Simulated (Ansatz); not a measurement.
# TiAl: the cost of one run

Method: DFT PBEsol, scalar-relativistic, plane waves, PAW, in Ansatz 0.2.0.

24 further runs of the same task are left out: 24 set aside as unsound or not needed.

**1. Starting point**

It takes space group Pm-3m (No. 221, cubic). Conventional cell: a = 3.156 Å, b = 3.156 Å, c = 3.156 Å, α = 90.00°, β = 90.00°, γ = 90.00°. Ti (site symmetry m-3m) is surrounded by 8 Al at 2.73 Å. Around Al (site symmetry m-3m) lie 8 Ti at 2.73 Å.

Coordinates:

```xyz
2
Lattice="3.1564 0.0000 0.0000 0.0000 3.1564 0.0000 0.0000 0.0000 3.1564" Properties=species:S:1:pos:R:3 pbc="T T T"
Ti    0.0000    0.0000    0.0000
Al    1.5782    1.5782    1.5782
```

It goes back to an entry of the Materials Project, which need not be the stable form.

It is the result of an earlier relaxation at this level (volume 15.72 Å³/atom; gap on the mesh: none (metal)).

**2. Plan of the line**

The energy is mapped over volume and the cell's shape.

The axes are (1) volume per atom: 7 values from 14.46 to 16.98 Å³; (2) c/a of the conventional cell: 9 values from 0.870 to 1.518.

Nothing else is relaxed (symmetry fixes all fractional coordinates). Energies count from the relaxed crystal. Points are written as (first, second).

**3. Point (16.98 Å³, 0.870)**

File input.yaml:

```yaml
crystal:
  lattice:
    - [3.3920173076, 0.0, 0.0]
    - [0.0, 3.3920173076, 0.0]
    - [0.0, 0.0, 2.9517334611]
  atoms:
    - { symbol: Ti, position: [0.0, 0.0, 0.0] }
    - { symbol: Al, position: [0.5, 0.5, 0.5] }
basis:
  ecutwfc: 520.0
kpoints:
  mp_grid: { grid: [16, 16, 16] }
hamiltonian:
  xc: pbesol
scf:
  occupations: { method: gaussian, width: 0.15 }
output:
  forces: true
  stress: true
  eigenvalues: true
```

Launch:

```sh
> ansatz run input.yaml --threads 1 --pin off --max-ram 2048MiB --backend cpu --events-out ev --progress --plain --runs-dir out
```

What time and memory should one allow on 1 thread of Arm Neoverse V2, shared host?

About 14 s, with a peak of 0.48 GiB.
